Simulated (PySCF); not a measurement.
# Ti₂F⁺: structure of the septet

The task is one start of a wider search on Ti₂F⁺: the septet, from a linear start. It is relaxed, tested by its Hessian and followed downhill if it is a saddle.

Program: PySCF 2.14.0. Level of theory: PBE0, basis F def2-TZVP, Ti def2-TZVP, no relativity, density fitting. These are calculated values, not measurements.

## 1. The starting structure

3 atoms, charge 1, spin multiplicity 7.

Bond lengths: F1–Ti2 1.960 Å, F1–Ti3 1.960 Å. Angles: Ti2–F1–Ti3 180.0°.

```xyz
3
charge 1 multiplicity 7
F     0.0000    0.0000    0.0000
Ti    0.0000    0.0000    1.9600
Ti    0.0000    0.0000   -1.9600
```

## 2. Linear start, septet: relaxation

One driver script runs all steps and calls PySCF; scf.py shows how it sets up the SCF of each step. The optimiser is the driver's own. Before each start the driver seeks the lowest SCF state from one or more starting densities and follows internal instabilities, so scf.py alone need not reach the same state.

The program finds D∞h symmetry in the start, which this walk keeps. The walk stops when the largest gradient is under 0.0003 Eh/bohr and the energy has settled too.

scf.py reads:

```python
from pyscf import gto, scf, dft
mol = gto.M(atom='''
F      0.000000     0.000000     0.000000
Ti     0.000000     0.000000     1.960000
Ti     0.000000     0.000000    -1.960000''',
    basis={'F': 'def2-TZVP', 'Ti': 'def2-TZVP'},
    charge=1, spin=6)
mf = dft.UKS(mol, xc='PBE0')
mf.grids.atom_grid = (50, 194)
aux = {'F': 'def2-universal-JKFIT', 'Ti': 'def2-universal-JKFIT'}
mf = mf.density_fit(auxbasis=aux)
mf.kernel()
```

Steps of the walk:

| step | energy (Eh) | change (kJ/mol) | largest symmetric gradient (Eh/bohr) |
| --- | --- | --- | --- |
| 0 | -1798.042851 | 0.00 | 0.00203 |
| 1 | -1798.042870 | -0.05 | 0.00121 |
| 2 | -1798.042881 | -0.08 | 0.00003 |

The walk ran for 9.1 s (8 threads, shared host).

After 2 steps and 0.1 kJ/mol it ends at D∞h: F–Ti 1.968 Å (×2); Ti–F–Ti 180.0°.

## 3. Hessian and properties

The point is checked on the finer grid, and tightened if its gradient asks for it. The Hessian and the dipole derivatives come from central differences of analytic gradients, with steps of 0.01 bohr.

Changes to scf.py since step 2:

```diff
@@ -4,2 +4,2 @@
-Ti     0.000000     0.000000     1.960000
-Ti     0.000000     0.000000    -1.960000''',
+Ti     0.000000     0.000000     1.967922
+Ti    -0.000000    -0.000000    -1.967922''',
@@ -9 +9 @@
-mf.grids.atom_grid = (50, 194)
+mf.grids.atom_grid = (75, 302)
```

This SCF starts from the last density.

SCF at the final geometry:

```text
init E= -1798.04298429525
[... the frontier-level lines of each cycle are left out ...]
cycle= 1 E= -1798.04298429566  delta_E= -4.1e-10  |g|= 6.47e-06  |ddm|= 2.83e-05
cycle= 2 E= -1798.04298429607  delta_E= -4.11e-10  |g|= 6.48e-06  |ddm|= 2.82e-05
cycle= 3 E= -1798.04298429625  delta_E= -1.8e-10  |g|= 6.46e-06  |ddm|= 1.22e-05
cycle= 4 E= -1798.04298429641  delta_E= -1.52e-10  |g|= 6.46e-06  |ddm|= 1.04e-05
cycle= 5 E= -1798.04298429651  delta_E= -1.06e-10  |g|= 6.46e-06  |ddm|= 7.33e-06
cycle= 6 E= -1798.04298429659  delta_E= -8.05e-11  |g|= 6.45e-06  |ddm|= 5.74e-06
Extra cycle  E= -1798.04298429701  delta_E= -4.19e-10  |g|= 6.45e-06  |ddm|= 2.82e-05
converged SCF energy = -1798.04298429701  <S^2> = 12.002754  2S+1 = 7.0007869
```

The whole step took 54 s.

Geometry: D∞h; F–Ti 1.968 Å (×2); Ti–F–Ti 180.0°.

Modes, for the most abundant isotopes:

```tsv
ω (cm⁻¹)	IR (km/mol)
79	15.2
80	15.2
268	0.0
556	367
```

All wavenumbers are real: a minimum.

The SCF density has lower symmetry than the nuclear frame, so the modes carry no labels; pairs that should be degenerate can split.

Constants and moments:

```yaml
Dipole_moment_about_the_centre_of_mass: 0.00 D
Highest_occupied_level: -9.02 eV
Lowest_empty_level: -5.98 eV
Rotational_constants: 0.04539 cm⁻¹
Zero-point_energy: 5.9 kJ/mol
Principal_polarisabilities: 87.1, 92.8, 92.8 bohr³
Principal_traceless_quadrupole_moments_about_the_centre_of_mass: -17.97, -17.96, 35.93 D Å
Entropy_at_298.15_K_and_1_bar_electronic_part_spin_only: 298.5 J/(mol K)
Heat_capacity_Cp_at_298.15_K: 57.5 J/(mol K)
Enthalpy_at_298.15_K_above_0_K: 14.45 kJ/mol
Rotational_symmetry_number: 2
Spin_squared_⟨S²⟩: 12.003
```

Charges (e) and bond orders:

| atom | Mulliken | Löwdin | polar tensor | spin (Mulliken) | Mayer order to F1 |
| --- | --- | --- | --- | --- | --- |
| F1 | -0.64 | -0.23 | -0.98 | -0.02 | – |
| Ti2,3 | 0.82 | 0.62 | 0.99 | 3.01 | 0.34 |

Mulliken populations on F1: s 3.96, p 5.67, d 0.00, f 0.00.

## 4. Outcome

| quantity | value |
| --- | --- |
| minimum | septet, D∞h |
| geometry | F–Ti 1.968 Å (×2); Ti–F–Ti 180.0° |
| wavenumbers (cm⁻¹) | 79, 80, 268, 556 |
| dipole moment (centre of mass) | 0.00 D |
| highest occupied, lowest empty level (either spin) | -9.02, -5.98 eV |
| polar-tensor charge of F1 | -0.98 e |
| zero-point energy | 5.9 kJ/mol |
| entropy at 298.15 K | 298.5 J/(mol K) |
| ⟨S²⟩ | 12.003 |

**Reading.** The molecule stays D∞h, as typed, and the end point is a minimum. The strongest infrared band lies at 556 cm⁻¹. Only this shape and spin were tried, so other structures or states may lie lower. The SCF density has lower symmetry than the nuclear frame. The soft modes, below some 90 cm⁻¹, carry numerical noise of tens of cm⁻¹, and the entropy with them. One determinant may miss the lowest occupation of an open d or f shell.

The search up to here took 98 s.
